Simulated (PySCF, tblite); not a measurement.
# C6H8NO radical: geometry, infrared bands and EPR parameters

Aim: predict the infrared bands and EPR parameters of C6H8NO radical (`O=CN[C@H]1C[C@@]12[CH]C2`).

Programs: tblite 0.8.0 and PySCF 2.14.0, with density-fitted response routines of our own. Each step states its level of theory. These are calculated values for one molecule in the gas phase, unless marked as measured. Atoms count from 0, in the outputs and in this text.

### 1 The starting structure

16 atoms, charge 0, multiplicity 2; geometry from: force field or distance geometry start.

Bonds of the start (Å): O0–C1 1.21, C1–N2 1.37, N2–C3 1.45, C3–C4 1.55, C4–C5 1.44, C5–C6 1.41, C6–C7 1.48, C5–C3 1.46, C7–C5 1.43, C1–H8 1.12, N2–H9 1.01, C3–H10 1.08, C4–H11 1.09, C4–H12 1.08, C6–H13 1.08, C7–H14 1.08, C7–H15 1.09.

### 2 Optimising the geometry with GFN2-xTB

Job settings and geometry (Å):

```
{"job": {"kind": "relax", "xc": "GFN2-xTB", "basis": "xTB"}, "charge": 0, "multiplicity": 2}
O      2.091800     1.848700     0.730100
C      2.289900     0.652000     0.739100
N      1.582700    -0.316500     0.086700
C      0.437500     0.017000    -0.730900
C     -0.518200    -1.115200    -1.190900
C     -0.932700    -0.108900    -0.240500
C     -1.397000    -0.307700     1.079400
C     -2.057600     0.672500     0.186600
H      3.127500     0.200700     1.328000
H      1.838700    -1.284200     0.190000
H      0.633700     0.803100    -1.439600
H     -0.902700    -1.044600    -2.207700
H     -0.353000    -2.123000    -0.840800
H     -0.863700     0.021700     1.964700
H     -1.927000     1.713000     0.458100
H     -3.057500     0.380400    -0.124100
```

Run with:

```console
$ OMP_NUM_THREADS=1 python probes_run.py task.json out
```

The driver reads the jobs from task.json and runs them one after another.

**Question.** This job is followed by: GFN2-xTB harmonic vibrations, gas phase; UKS B3LYP, pcH-1 on C H N O, non-relativistic, mean-field spin-orbit, GIAO. What will the session give for the following? strongest single infrared mode (GFN2-xTB); zero-point energy (GFN2-xTB); g(iso) (B3LYP); ⟨S²⟩; largest a(iso); potential on the surface of density 0.002 e/bohr³, 1st and 99th percentile.

As calculated:

```
                                                                  quantity                  value
                                 strongest single infrared mode (GFN2-xTB)  1761 cm⁻¹, 711 km/mol
                                              zero-point energy (GFN2-xTB)          78.0 kcal/mol
                                                            g(iso) (B3LYP)                2.00273
                                                                      ⟨S²⟩     0.754 (exact 0.75)
                                                            largest a(iso)   13C on C6, 233.1 MHz
potential on the surface of density 0.002 e/bohr³, 1st and 99th percentile     -1.98 V and 2.18 V
```

In words: Relaxing lowered the energy by 0.490 eV in 91 steps; the close pair that moved most is C5–C7, from 1.435 to 1.502 Å. All 42 modes are real, so the xTB geometry is a minimum. The strongest single mode, at 1761 cm⁻¹, moves mainly C1 and O0. Unscaled tight-binding wavenumbers are off by several per cent, some by more. Its intensities can rank the bands wrongly. C6 carries the largest spin population, 0.94 e. The isotropic g lies 0.4 ppt above the free-electron value. These values are for one conformer; the search (at its own cheap level) found 1 more, at 0.12 kcal/mol, and measured spectra average over such forms.
